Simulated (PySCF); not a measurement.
**InEt2(CN): geometry, NMR shifts and electronic excitations**

Aim: predict the NMR shifts and electronic excitations of InEt2(CN) (`C[CH2][In]([C]#N)[CH2]C`).

Programs: PySCF 2.14.0, with density-fitted response routines of our own. Each step states its level of theory. These are calculated values for one molecule in the gas phase, unless marked as measured. Atoms count from 0, in the outputs and in this text.

## 1. The starting structure

17 atoms, charge 0, multiplicity 1; geometry from: GFN2-xTB. The atoms were then displaced at random by about 0.03 Å, so the start is not that level's minimum.

Bonds of the start (Å): In0–C1 2.20, In0–C8 2.40, In0–C15 2.15, C1–C2 1.49, C1–H3 1.16, C1–H4 1.11, C2–H5 1.14, C2–H6 1.09, C2–H7 1.04, C8–C9 1.54, C8–H10 1.05, C8–H11 1.05, C9–H12 1.17, C9–H13 1.07, C9–H14 1.12, C15–N16 1.16.

## 2. Geometry optimisation at PBE0-D3(BJ)/def2-SVP

The job: settings as JSON, then the geometry in Å.

```
{"job": {"xc": "PBE0", "basis": "def2-SVP", "d3": "d3bj", "grid": 1, "maxiter": 40, "shake": 0.03, "kind": "geom"}, "charge": 0, "multiplicity": 1}
In    -0.193480    -0.572580    -0.016940
C      1.997920    -0.737440    -0.032360
C      2.501720    -0.817680     1.367120
H      2.529800     0.151270    -0.555300
H      2.257870    -1.643190    -0.624400
H      3.638430    -0.889810     1.370040
H      2.338730     0.078500     1.966650
H      2.201980    -1.661870     1.899930
C     -1.594350     1.366030     0.114010
C     -2.109960     1.713860    -1.299250
H     -1.023790     2.155660     0.508660
H     -2.405930     1.138450     0.747820
H     -2.833470     2.630580    -1.303060
H     -1.325710     1.960310    -1.983860
H     -2.693110     0.870120    -1.760630
C     -1.375590    -2.369030    -0.127310
N     -1.939600    -3.373770    -0.210870
```

On the command line:

```
OMP_NUM_THREADS=1 python probes_run.py task.json out
```

This one command runs all jobs of the session in turn.

The log of the run:

```text
step   0  E = -440.89588561  max force = 0.055407
step   1  E = -440.91786343  max force = 0.016537
step   2  E = -440.91927863  max force = 0.003471
step   3  E = -440.91964024  max force = 0.003369
step   4  E = -440.91975594  max force = 0.001483
step   5  E = -440.91984024  max force = 0.001232
step   6  E = -440.91989601  max force = 0.001186
step   7  E = -440.91998004  max force = 0.001562
step   8  E = -440.92003632  max force = 0.002768
step   9  E = -440.92024383  max force = 0.003168
step  10  E = -440.92075508  max force = 0.004258
step  11  E = -440.92109643  max force = 0.003724
step  12  E = -440.92134969  max force = 0.001753
step  13  E = -440.92158174  max force = 0.001814
step  14  E = -440.92177786  max force = 0.001670
step  15  E = -440.92186002  max force = 0.001718
step  16  E = -440.92192541  max force = 0.000979
step  17  E = -440.92198818  max force = 0.000547
step  18  E = -440.92202849  max force = 0.000894
step  19  E = -440.92204201  max force = 0.000634
step  20  E = -440.92205938  max force = 0.000343
step  21  E = -440.92207167  max force = 0.000329
optimisation converged
```

It took 14 min on 1 thread of Intel Xeon at 2.50GHz, shared host; peak memory 0.72 GiB.

Step by step:

| step | energy from step 0 (eV) | largest force component (eV/Å) |
| --- | --- | --- |
| 0 | 0.0000 | 2.8491 |
| 1 | -0.5980 | 0.8504 |
| 2 | -0.6366 | 0.1785 |
| 3 | -0.6464 | 0.1732 |
| 4 | -0.6495 | 0.0763 |
| 5 | -0.6518 | 0.0634 |
| 6 | -0.6534 | 0.0610 |
| 7 | -0.6556 | 0.0803 |
| 8 | -0.6572 | 0.1423 |
| 9 | -0.6628 | 0.1629 |
| 10 | -0.6767 | 0.2190 |
| 11 | -0.6860 | 0.1915 |
| 12 | -0.6929 | 0.0901 |
| 13 | -0.6992 | 0.0933 |
| 14 | -0.7046 | 0.0859 |
| 15 | -0.7068 | 0.0883 |
| 16 | -0.7086 | 0.0503 |
| 17 | -0.7103 | 0.0281 |
| 18 | -0.7114 | 0.0460 |
| 19 | -0.7118 | 0.0326 |
| 20 | -0.7122 | 0.0176 |
| 21 | -0.7126 | 0.0169 |

Close pairs (by a distance rule), those that changed most:

```csv
bond,before (Å),after (Å),change (Å)
In0–C8,2.395,2.163,-0.232
C9–H12,1.168,1.103,-0.065
C1–H3,1.160,1.101,-0.059
C2–H7,1.042,1.101,+0.059
C8–H10,1.051,1.104,+0.052
C8–H11,1.055,1.102,+0.048
C2–H5,1.139,1.103,-0.036
In0–C1,2.198,2.163,-0.035
```

The end geometry stands in the next job.

```csv
at the end point,value
point group (found at 0.08 Å tolerance),C1
"rotational constants (GHz, main isotopes)","2.161, 1.196, 0.801"
dipole moment (D),5.22
```

## 3. Shielding tensors: PBE0/def2-TZVP+pcSseg-1

The job: settings as JSON, then the geometry in Å.

```
{"job": {"kind": "nmr", "xc": "PBE0", "basis": {"default": "pcSseg-1", "In": "def2-TZVP"}}, "charge": 0, "multiplicity": 1}
In     0.157464     0.116075    -0.166769
C      2.139926    -0.341022     0.568137
C      2.194522    -1.616964     1.398569
H      2.520551     0.529557     1.125009
H      2.771666    -0.428459    -0.332905
H      3.230001    -1.862886     1.689255
H      1.612894    -1.530558     2.329819
H      1.793345    -2.483463     0.850684
C     -1.063472     1.802042    -0.754385
C     -2.530875     1.442889    -0.946605
H     -0.620253     2.193453    -1.686165
H     -0.929954     2.597611    -0.003425
H     -3.119842     2.316427    -1.273738
H     -2.667082     0.653153    -1.701326
H     -2.991642     1.070771    -0.018150
C     -0.969141    -1.732969    -0.436330
N     -1.556650    -2.726246    -0.581425
```

Level: GIAO PBE0/pcSseg-1 In:def2-TZVP NMR shielding, scalar relativity only through core potentials, gas phase.

The log of the run:

```text
coarse grid: 63832 points
cycle   1  E = -440.0738144502  dE = -3.154e+01  |g| = 2.149e+00  |ddm| = 4.546e+01
cycle   2  E = -438.3545546539  dE =  1.719e+00  |g| = 4.097e+00  |ddm| = 8.625e+00
cycle   3  E = -441.0531625413  dE = -2.699e+00  |g| = 3.273e-01  |ddm| = 3.728e+00
cycle   4  E = -441.0227426852  dE =  3.042e-02  |g| = 5.034e-01  |ddm| = 5.035e-01
cycle   5  E = -441.0756704649  dE = -5.293e-02  |g| = 6.108e-02  |ddm| = 2.808e-01
cycle   6  E = -441.0764968138  dE = -8.263e-04  |g| = 1.168e-02  |ddm| = 5.554e-02
cycle   7  E = -441.0765281640  dE = -3.135e-05  |g| = 4.760e-03  |ddm| = 1.801e-02
cycle   8  E = -441.0765341942  dE = -6.030e-06  |g| = 7.551e-04  |ddm| = 6.686e-03
final grid: 134800 points
cycle   9  E = -441.0765483040  dE = -1.565e-08  |g| = 8.317e-04  |ddm| = 2.430e-03
cycle  10  E = -441.0765482392  dE =  6.483e-08  |g| = 9.783e-04  |ddm| = 1.757e-03
cycle  11  E = -441.0765484833  dE = -2.441e-07  |g| = 1.276e-04  |ddm| = 9.372e-04
cycle  12  E = -441.0765484866  dE = -3.343e-09  |g| = 3.844e-05  |ddm| = 8.952e-05
cycle  13  E = -441.0765484870  dE = -3.236e-10  |g| = 6.055e-06  |ddm| = 2.743e-05
converged SCF energy = -441.0765484870

GIAO shielding tensors (ppm)
atom      isotropic    diamagn.    paramagn.     s11        s22        s33       span
  0 In         nan         nan         nan        nan        nan        nan        nan
  1 C      169.887     250.119     -80.233    152.551    171.746    185.363     32.812
  2 C      172.082     244.771     -72.689    161.544    168.653    186.049     24.504
  3 H       30.034      30.592      -0.558     24.386     29.272     36.443     12.058
  4 H       30.646      30.244       0.402     25.315     28.928     37.695     12.381
  5 H       29.739      25.863       3.876     24.226     26.962     38.028     13.803
  6 H       30.143      29.435       0.709     25.600     28.356     36.474     10.874
  7 H       29.466      29.151       0.315     24.121     29.308     34.969     10.849
  8 C      170.276     250.088     -79.812    155.121    171.384    184.321     29.200
  9 C      171.239     244.504     -73.265    160.493    167.944    185.280     24.787
 10 H       30.532      30.231       0.301     25.022     29.122     37.452     12.430
 11 H       30.235      30.649      -0.414     24.551     29.296     36.857     12.306
 12 H       29.739      25.844       3.895     24.108     27.111     37.999     13.892
 13 H       29.603      29.020       0.583     24.627     28.912     35.270     10.643
 14 H       29.945      29.386       0.559     25.392     28.480     35.964     10.572
 15 C       52.783     260.515    -207.732    -67.060    -62.461    287.870    354.930
 16 N     -105.483     340.096    -445.578   -319.452   -296.965    299.969    619.421
```

Run time: 2.1 min. Hardware: 1 thread of Intel Xeon at 2.50GHz, shared host; peak memory 1.1 GiB.

The references, computed at this level on geometries of the same kind, shield at (ppm): ¹H TMS 31.27, ¹³C TMS 184.4, ¹⁵N NH3 265.7. Their shielding less the atom's gives the shift. The references are single molecules in the gas phase, so shifts against H2O, NH3, PH3, H3PO4 or CFCl3 are not on the usual liquid scales and can be off by tens of ppm. Atoms listed in one row are averaged.

```csv
atoms,environment,σ (ppm),δ (ppm)
C15,"carbon bonded to In, N",52.8,131.6
"C1, C8","carbon bonded to C, In, 2 H",170.1,14.3
"C2, C9","carbon bonded to C, 3 H",171.7,12.7
"H5, H6, H7, H12, H13, H14",hydrogen on a carbon bonded to C,29.77,1.49
"H3, H4, H10, H11","hydrogen on a carbon bonded to C, In",30.36,0.91
N16,nitrogen bonded to C,-105.5,371.2
```

Atoms past Kr carry core potentials, so their printed shieldings have no meaning and are left out of the table.

The run also stored atomic charges by several schemes (e):

```csv
atoms,Mulliken,ESP fit
In0,0.73,0.60
"C1, C8",-0.55,-0.26
"C2, C9",-0.29,0.10
C15,-0.20,0.08
N16,-0.26,-0.44
```

Mayer bond orders: In0–C1 0.92, In0–C8 0.92, In0–C15 0.69, C1–C2 1.06, C8–C9 1.06, C15–N16 2.88.

With diffuse functions Mulliken charges and Mayer bond orders lose their meaning; the other schemes are steadier.

Orbitals, density, ELF and potential are computed afterwards from the orbital file.

Frontier orbitals at PBE0/def2-TZVP+pcSseg-1, with the share of their density that lies nearest to each atom:

```csv
orbital,energy (eV),lies on
HOMO,-7.40,"C1, C8 about 24 % each; In0 14 %"
LUMO,-1.84,In0 52 %; C15 10 %; N16 8 %
```

ELF in a plane through or near 8 of the atoms.

Ten even steps from ' ' (0.00) to '@' (1.00):
```
                                                        
                                                        
                                                        
                                                        
                                                        
              ..**@@%%::            ..                  
              ::%%@@@@++        ..==++::                
              ..##@@%%++--::::--==****==..    ..        
      --@@@@++::**==..%%::----::%%--****--**@@@@--      
      %%@@@@@@**%%****##--####--######%%++@@@@@@##      
      ==@@@@##==++==::::::****::::..------##%%%%--      
        ....++@@@@**    ::------    --%%@@++..          
          ..%%@@@@++  ..##%%%%%%--  ..##%%==            
            --%%%%    --**::..**==    ..::              
                    ..--##%%%%##==..                    
                    ..==##****##==..                    
                      --##@@@@%%==                      
                        ==****++..                      
                                                        
                                                        
```
The map spans 13.4 Å across and 11.5 Å up, centred on the molecule. Atoms in the plane (x, y in Å): In0 (0.0, 0.2), C1 (-2.1, 0.9), H5 (-4.1, 0.2), H7 (-3.0, -1.1), C8 (2.0, 0.9), C9 (3.1, -0.2), H12 (4.1, 0.3), C15 (0.0, -2.0).

log10 of the density (e/Å³) in the same plane.

Ten even steps from ' ' (-4.0) to '@' (1.5):
```
                                                        
                                                        
                                                        
                                                        
              ..::--::::........::::::::..              
            ::--==++====--::::----====----::            
        ..::--==++****++========++++**++==--::..        
      ..----==++**####**++++++++**####**++==----::      
    ..--==++++**##@@####**####**##%%@@##**++++==--..    
    ::==++############**##@@@@##**############++==::    
    ::--++**######**++++##%%%%##++++**##%%##**++--::    
    ..::==++**####**==++********++==++####**++==::..    
      ..::==++****++==++**####**++====++++==--::..      
        ..::--====--==++**####**++==--------::..        
          ....::::::--++**######++==--::::..            
                  ::--==**######++--::                  
                  ..::==++****++==--..                  
                    ..::========--..                    
                      ..::::::::..                      
                                                        
```
The map spans 13.4 Å across and 11.5 Å up, centred on the molecule. Atoms in the plane (x, y in Å): In0 (0.0, 0.2), C1 (-2.1, 0.9), H5 (-4.1, 0.2), H7 (-3.0, -1.1), C8 (2.0, 0.9), C9 (3.1, -0.2), H12 (4.1, 0.3), C15 (0.0, -2.0).

On the surface of density 0.002 e/bohr³ the electrostatic potential runs, from the 1st to the 99th percentile, from -2.12 V near N16 to 2.92 V near In0.

## 4. TDDFT and polarisability: CAM-B3LYP/def2-SVPD

Settings changed since step 3:

```diff
@@ -1,2 +1,2 @@
-{"job": {"kind": "nmr", "xc": "PBE0", "basis": {"default": "pcSseg-1", "In": "def2-TZVP"}}, "charge": 0, "multiplicity": 1}
+{"job": {"kind": "uv", "xc": "CAM-B3LYP", "basis": "def2-SVPD", "ip": false, "nstates": 10}, "charge": 0, "multiplicity": 1}
 In     0.157464     0.116075    -0.166769
```

Level: TDDFT CAM-B3LYP/def2-SVPD, vertical, gas phase, core orbitals frozen in the response.

The log of the run:

```text
coarse grid: 63832 points
cycle   1  E = -439.9924128431  dE = -2.047e+01  |g| = 2.122e+00  |ddm| = 1.680e+01
cycle   2  E = -439.7471899701  dE =  2.452e-01  |g| = 2.708e+00  |ddm| = 1.350e+01
cycle   3  E = -441.0343055111  dE = -1.287e+00  |g| = 3.601e-01  |ddm| = 5.266e+00
cycle   4  E = -441.0327722660  dE =  1.533e-03  |g| = 3.783e-01  |ddm| = 7.906e-01
cycle   5  E = -441.0628564831  dE = -3.008e-02  |g| = 2.777e-02  |ddm| = 4.144e-01
cycle   6  E = -441.0630739263  dE = -2.174e-04  |g| = 5.638e-03  |ddm| = 6.221e-02
cycle   7  E = -441.0630851110  dE = -1.118e-05  |g| = 2.850e-03  |ddm| = 2.070e-02
cycle   8  E = -441.0630875333  dE = -2.422e-06  |g| = 3.886e-04  |ddm| = 5.254e-03
final grid: 134800 points
cycle   9  E = -441.0630829620  dE = -8.696e-08  |g| = 3.214e-04  |ddm| = 4.699e-03
cycle  10  E = -441.0630829549  dE =  7.099e-09  |g| = 4.062e-04  |ddm| = 9.995e-04
cycle  11  E = -441.0630829915  dE = -3.664e-08  |g| = 9.263e-05  |ddm| = 5.152e-04
cycle  12  E = -441.0630829936  dE = -2.063e-09  |g| = 2.239e-05  |ddm| = 1.243e-04
cycle  13  E = -441.0630829938  dE = -2.696e-10  |g| = 7.587e-06  |ddm| = 6.376e-05
converged SCF energy = -441.0630829938

Static polarisability (au): isotropic 99.817, principal 73.608 101.784 124.059

Singlet excitations
state   eV       nm        f      main configurations
  1   4.3627    284.2   0.00005   H->L 0.98
  2   5.5161    224.8   0.01070   H-1->L 0.96
  3   6.0745    204.1   0.04797   H-2->L 0.70, H->L+1 0.18
  4   6.0908    203.6   0.22227   H->L+1 0.77, H-2->L 0.16
  5   6.5248    190.0   0.02693   H-3->L 0.83
  6   6.9833    177.5   0.05215   H-1->L+1 0.60, H->L+3 0.28
  7   7.1190    174.2   0.01596   H->L+2 0.67, H->L+4 0.22
  8   7.4388    166.7   0.01019   H->L+3 0.52, H-1->L+1 0.22, H-4->L 0.10
  9   7.4553    166.3   0.00572   H-4->L 0.75
 10   7.4745    165.9   0.02037   H-5->L 0.72, H->L+4 0.11

Triplet excitations (Tamm-Dancoff, eV): 4.1312 5.0366 5.0601 5.4208
```

It took 3.2 min on 1 thread of Intel Xeon at 2.50GHz, shared host; peak memory 1.2 GiB.

Frontier orbitals and where they lie:

```
orbital      eV                         atoms
 HOMO−3  -10.57            N16 52 %, C15 44 %
 HOMO−2  -10.54            N16 51 %, C15 42 %
 HOMO−1   -9.84  In0 19 %, C15 18 %, N16 17 %
   HOMO   -8.70    C1 23 %, C8 23 %, In0 16 %
   LUMO   -1.03    In0 58 %, C15 12 %, C8 8 %
 LUMO+1   -0.03      In0 61 %, C8 7 %, C1 7 %
 LUMO+2    1.25      In0 47 %, C9 6 %, C1 6 %
```

With each of the 10 states as a Gaussian band of 0.4 eV half-width at 1/e, the curve within the window shown has maxima at 203 nm (ε 11,000), 176 nm (ε 3,400) L/(mol cm). Beyond the last state computed it falls off for lack of states. The curve at chosen wavelengths:

nm, ε (L/mol/cm) and a bar:
```
      159        883 ##
      166       2348 ######
      173       3328 #########
      179       3344 #########
      186       3759 ##########
      193       7063 ###################
      200      10917 ##############################
      207      10399 #############################
      213       7002 ###################
      220       3253 #########
      227       1287 ####
      234        513 #
      241        212 #
      247         95 
      254         34 
      261         11 
      268          4 
      275          2 
      281          2 
      288          2 
      295          2 
      302          1 
      309          1 
      315          1 
      322          0 
      329          0
```

Leading natural transition orbitals of singlet state 4: the hole lies on C1, C8 about 24 % each; In0 15 %; the particle on 4 H atoms about 14 % each; In0 13 %.

Leading natural transition orbitals of singlet state 1: the hole lies on C1, C8 about 25 % each; In0 16 %; the particle on In0 55 %; C15 8 %; H4, H10 about 6 % each.

Further results of this job:

| property | computed |
| --- | --- |
| dipole moment (D) | 5.55 |
| polarisability (Å³) | 14.79 |
| HOMO–LUMO gap (eV) | 7.67 |
| −ε(HOMO) (eV) | 8.70 |

## 5. NMR shieldings: KT2/def2-TZVP+pcSseg-1

Settings changed since step 4:

```diff
@@ -1,2 +1,2 @@
-{"job": {"kind": "uv", "xc": "CAM-B3LYP", "basis": "def2-SVPD", "ip": false, "nstates": 10}, "charge": 0, "multiplicity": 1}
+{"job": {"kind": "nmr", "xc": "KT2", "basis": {"default": "pcSseg-1", "In": "def2-TZVP"}, "pop": false}, "charge": 0, "multiplicity": 1}
 In     0.157464     0.116075    -0.166769
```

Method: GIAO KT2/pcSseg-1 In:def2-TZVP NMR shielding, scalar relativity only through core potentials, gas phase.

The log of the run:

```text
coarse grid: 63832 points
cycle   1  E = -445.5708926348  dE = -3.112e+01  |g| = 2.401e+00  |ddm| = 4.413e+01
cycle   2  E = -411.5530092849  dE =  3.402e+01  |g| = 1.010e+01  |ddm| = 2.136e+01
cycle   3  E = -446.6642333599  dE = -3.511e+01  |g| = 9.559e-01  |ddm| = 1.930e+01
cycle   4  E = -446.3115605904  dE =  3.527e-01  |g| = 1.550e+00  |ddm| = 1.598e+00
cycle   5  E = -446.8718978436  dE = -5.603e-01  |g| = 2.534e-01  |ddm| = 1.047e+00
cycle   6  E = -446.8865434833  dE = -1.465e-02  |g| = 8.871e-02  |ddm| = 3.037e-01
cycle   7  E = -446.8883788439  dE = -1.835e-03  |g| = 2.128e-02  |ddm| = 9.675e-02
cycle   8  E = -446.8884971933  dE = -1.183e-04  |g| = 8.163e-03  |ddm| = 3.913e-02
cycle   9  E = -446.8885151643  dE = -1.797e-05  |g| = 1.693e-03  |ddm| = 1.123e-02
cycle  10  E = -446.8885157533  dE = -5.890e-07  |g| = 5.551e-04  |ddm| = 1.977e-03
final grid: 134800 points
cycle  11  E = -446.8885132146  dE =  5.120e-08  |g| = 8.320e-04  |ddm| = 2.163e-03
cycle  12  E = -446.8885126667  dE =  5.479e-07  |g| = 1.709e-03  |ddm| = 2.269e-03
cycle  13  E = -446.8885133172  dE = -6.505e-07  |g| = 5.946e-04  |ddm| = 1.506e-03
cycle  14  E = -446.8885133985  dE = -8.126e-08  |g| = 7.588e-05  |ddm| = 3.782e-04
cycle  15  E = -446.8885134000  dE = -1.526e-09  |g| = 1.431e-05  |ddm| = 8.802e-05
cycle  16  E = -446.8885134000  dE = -5.627e-11  |g| = 3.077e-06  |ddm| = 2.067e-05
converged SCF energy = -446.8885134000

GIAO shielding tensors (ppm)
atom      isotropic    diamagn.    paramagn.     s11        s22        s33       span
  0 In         nan         nan         nan        nan        nan        nan        nan
  1 C      162.796     251.863     -89.067    142.497    164.591    181.299     38.802
  2 C      169.532     245.775     -76.243    157.399    165.998    185.201     27.801
  3 H       29.675      30.748      -1.073     24.347     29.186     35.492     11.145
  4 H       30.344      30.348      -0.004     25.270     28.869     36.892     11.622
  5 H       29.618      25.509       4.109     24.279     26.973     37.603     13.324
  6 H       29.980      29.846       0.134     25.680     28.259     36.000     10.321
  7 H       29.317      29.605      -0.288     24.213     29.274     34.465     10.252
  8 C      163.195     251.897     -88.701    145.982    162.628    180.976     34.994
  9 C      168.672     245.484     -76.812    156.273    165.221    184.522     28.249
 10 H       30.216      30.330      -0.114     24.978     29.066     36.604     11.625
 11 H       29.893      30.855      -0.961     24.516     29.222     35.942     11.427
 12 H       29.614      25.494       4.120     24.148     27.123     37.573     13.425
 13 H       29.450      29.420       0.030     24.714     28.863     34.775     10.061
 14 H       29.785      29.832      -0.047     25.476     28.393     35.488     10.012
 15 C       67.348     260.716    -193.368    -46.665    -35.257    283.966    330.630
 16 N      -80.241     341.179    -421.420   -285.345   -247.950    292.573    577.919
```

Wall time 2.4 min (1 thread of Intel Xeon at 2.50GHz, shared host); peak memory 1.3 GiB.

In short: δ C15 115.9, C1 20.2, C2 14.1, N16 344.5, H5 1.55, H3 1.15 ppm (means over like atoms).

## 6. Run by run: NMR shifts

Shifts (ppm), means over like atoms, with basis size and wall time:

| run | C15 | C1 | C2 | H5 | H3 | N16 | functions | time |
| --- | --- | --- | --- | --- | --- | --- | --- | --- |
| PBE0/def2-TZVP+pcSseg-1 | 131.6 | 14.3 | 12.7 | 1.49 | 0.91 | 371.2 | 202 | 2.1 min |
| KT2/def2-TZVP+pcSseg-1 | 115.9 | 20.2 | 14.1 | 1.55 | 1.15 | 344.5 | 202 | 2.4 min |

## 7. What came out

| quantity | value |
| --- | --- |
| point group | C1 |
| rotational constants (main isotopes) | 2.16, 1.20, 0.80 GHz |
| ¹³C shifts against TMS (PBE0/def2-TZVP+pcSseg-1, means over atoms taken as alike) | 131.6, 14.3, 12.7 ppm |
| ¹H shifts against TMS (PBE0/def2-TZVP+pcSseg-1, means over atoms taken as alike) | 1.49, 0.91 ppm |
| ¹⁵N shifts against NH3 (PBE0/def2-TZVP+pcSseg-1) | 371.2 ppm |
| surface potential, 1st and 99th percentile | -2.12 V and 2.92 V |
| lowest singlet (CAM-B3LYP/def2-SVPD) | 4.36 eV (284 nm), f = 0.000 |
| brightest single state of those computed | state 4, 6.09 eV, f = 0.222 |
| lowest triplet | 4.13 eV |
| range of the shift of N16 | 344.5 to 371.2 ppm |

What this shows: The start was shaken at random, so part of the energy gained undoes that. Relaxing lowered the energy by 0.713 eV in 21 steps; the close pair that moved most is In0–C8, from 2.395 to 2.163 Å. No frequency check was run at this level, so the end point may be a saddle. At PBE0/def2-TZVP+pcSseg-1: Shielding is most anisotropic at N16 (span 619 ppm, paramagnetic term -446 ppm). At PBE0/def2-TZVP+pcSseg-1, counted by nearest atom on the grid, the HOMO lies on C1, C8 about 24 % each; In0 14 %, the LUMO on In0 52 %; C15 10 %. The first singlet state (HOMO→LUMO 0.98) lies at 4.36 eV and is dark; of the 10 states computed, the strongest absorption comes from states 3 to 4 together at 6.09 eV. The lowest triplet lies 0.23 eV below the lowest singlet (triplets in Tamm-Dancoff, singlets in full TDDFT). Spin-orbit coupling, left out, mixes singlets and triplets in elements this heavy. Across the 2 runs the shift of N16 moves most, between 344.5 (KT2/def2-TZVP+pcSseg-1) and 371.2 ppm (PBE0/def2-TZVP+pcSseg-1). Spin-orbit coupling is left out, which matters for shieldings and couplings at and beside the heavy atoms.
